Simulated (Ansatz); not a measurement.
This script drives the Python package of Ansatz (0.2.0).

`freq.py`:
```python
"""Harmonic frequencies of C2H3AlClF at its relaxed geometry."""

import itertools

import ansatz as az
from ase import Atoms
from ase.data import atomic_numbers, covalent_radii
import numpy as np

SETTINGS = {
    "basis_set": "cc-pVDZ",
    "xc": "r2SCAN",
}


def main() -> None:
    atoms = Atoms(["C", "C", "F", "Al", "Cl", "H", "H", "H"], positions=[
        (-0.2186, 0.4245, 1.3293),
        (0.5726, -0.0624, 0.4297),
        (1.8188, -0.3478, 0.7841),
        (0.0851, -0.4253, -1.4272),
        (-2.0528, 0.012, -2.0844),
        (0.0637, 0.6843, 2.3303),
        (-1.2633, 0.7105, 1.0479),
        (1.0867, -1.0529, -2.4657),
    ])
    system = az.Crystal.molecule_from_ase(atoms)

    setup = system.calculation()
    setup = setup.basis(gaussian=SETTINGS["basis_set"])
    setup = setup.functional(SETTINGS["xc"])
    symbols = [site.symbol for site in system.cartesian_sites]
    start = np.array([site.position_ang for site in system.cartesian_sites], dtype=float)
    data = setup.relax(force_tolerance=0.003, max_steps=100).run(threads=1).report
    end = np.array(data["positions_ang"])

    # pairs closer than 1.2 times the sum of covalent radii, before or after
    radius = [covalent_radii[atomic_numbers[s]] for s in symbols]
    span = lambda where, i, j: np.linalg.norm(where[i] - where[j])
    bonded = [(i, j) for i, j in itertools.combinations(range(len(symbols)), 2) if min(span(start, i, j), span(end, i, j)) < 1.2 * (radius[i] + radius[j])]
    print("pair        before    after (A)")
    for i, j in bonded:
        print(f"{symbols[i]}{i}-{symbols[j]}{j}".ljust(10), f"{span(start, i, j):8.4f} {span(end, i, j):8.4f}")
    for first, second in list(itertools.combinations(bonded, 2)):
        shared = set(first) & set(second)
        if shared and symbols[(j := shared.pop())] != "H":
            i, k = sorted((set(first) | set(second)) - {j})
            u, v = end[i] - end[j], end[k] - end[j]
            angle = np.degrees(np.arccos(np.clip(u @ v / np.linalg.norm(u) / np.linalg.norm(v), -1, 1)))
            print(f"final angle {symbols[i]}{i}-{symbols[j]}{j}-{symbols[k]}{k}: {angle:.2f} deg")

    # frequencies need a stationary point, so they are taken at the relaxed geometry
    minimum = az.Crystal.molecule()
    for symbol, place in zip(symbols, end):
        minimum = minimum.atom(symbol, place.tolist())
    vibrating = (
        minimum.calculation()
        .basis(gaussian=SETTINGS["basis_set"])
        .functional(SETTINGS["xc"])
        .phonons(temperatures=(100, 500, 100))
    )
    vib = vibrating.run(threads=1).report["vibrations"]
    sums = vib["harmonic_sums"]
    modes = [m["omega_inv_cm"] for m in sums["modes_at_gamma"] if m["rigid_motion"] == "no"]
    for number, w in enumerate(modes, start=1):
        print(f"mode {number:2d} {w:9.1f} 1/cm {w / 8065.544 * 1000:8.2f} meV")
    print("imaginary modes:", sum(w < 0 for w in modes), " zero-point energy:", round(sums["zero_point_energy_ev"], 4), "eV")
    print("T (K)   F_vib (eV)   S_vib (meV/K)   C_vib (meV/K)")
    for row in zip(sums["temperatures_k"], sums["vibrational_free_energy_ev"], vib["entropy_ev_per_k"], vib["heat_capacity_ev_per_k"]):
        print(f"{row[0]:6.1f} {row[1]:11.4f} {1000 * row[2]:13.4f} {1000 * row[3]:15.4f}")

    # all hydrogen replaced by deuterium
    heavier = vibrating.phonons(masses={"H": 2.014102}).run(threads=1).report["vibrations"]["harmonic_sums"]
    print("deuterated (1/cm):", " ".join(f"{m['omega_inv_cm']:.0f}" for m in heavier["modes_at_gamma"] if m["rigid_motion"] == "no"))
    print("zero-point energy falls by", round(sums["zero_point_energy_ev"] - heavier["zero_point_energy_ev"], 4), "eV")


if __name__ == "__main__":
    main()
```

It is started by `python freq.py`. How long does it take on 1 thread of Arm Neoverse V1 (shared host), and how much memory does it need?

It took about 7 min, with a peak of 0.26 GiB, for 3 runs of the engine.

```console
$ python freq.py
pair        before    after (A)
C0-C1        1.2932   1.3407
C0-H5        1.0720   1.0953
C0-H6        1.1191   1.0925
C1-F2        1.3267   1.3737
C1-Al3       1.9538   1.9598
Al3-Cl4      2.2790   2.1304
Al3-H7       1.5734   1.5774
final angle C1-C0-H5: 121.84 deg
final angle C1-C0-H6: 119.09 deg
final angle C0-C1-F2: 118.35 deg
final angle C0-C1-Al3: 126.52 deg
final angle H5-C0-H6: 119.07 deg
final angle F2-C1-Al3: 115.13 deg
final angle C1-Al3-Cl4: 115.25 deg
final angle C1-Al3-H7: 125.21 deg
final angle Cl4-Al3-H7: 119.54 deg
mode  1      66.9 1/cm     8.30 meV
mode  2     102.4 1/cm    12.69 meV
mode  3     230.1 1/cm    28.53 meV
mode  4     279.0 1/cm    34.59 meV
mode  5     367.3 1/cm    45.54 meV
mode  6     495.9 1/cm    61.49 meV
mode  7     507.9 1/cm    62.98 meV
mode  8     606.5 1/cm    75.20 meV
mode  9     652.1 1/cm    80.85 meV
mode 10     765.4 1/cm    94.90 meV
mode 11     888.3 1/cm   110.14 meV
mode 12     927.2 1/cm   114.96 meV
mode 13    1175.8 1/cm   145.78 meV
mode 14    1358.4 1/cm   168.41 meV
mode 15    1647.8 1/cm   204.30 meV
mode 16    1959.5 1/cm   242.95 meV
mode 17    3140.6 1/cm   389.38 meV
mode 18    3257.0 1/cm   403.82 meV
imaginary modes: 0  zero-point energy: 1.1424 eV
T (K)   F_vib (eV)   S_vib (meV/K)   C_vib (meV/K)
 100.0      1.1355        0.1789          0.2359
 200.0      1.1057        0.4165          0.4744
 300.0      1.0524        0.6484          0.6749
 400.0      0.9766        0.8645          0.8273
 500.0      0.8801        1.0621          0.9429
deuterated (1/cm): 63 97 225 235 334 407 442 510 580 589 714 809 1012 1133 1413 1597 2298 2427
zero-point energy falls by 0.2197 eV
```

The frequencies are harmonic and unscaled, in a modest basis. The result belongs to the one conformer reached from this start, and soft torsions count as harmonic oscillators.
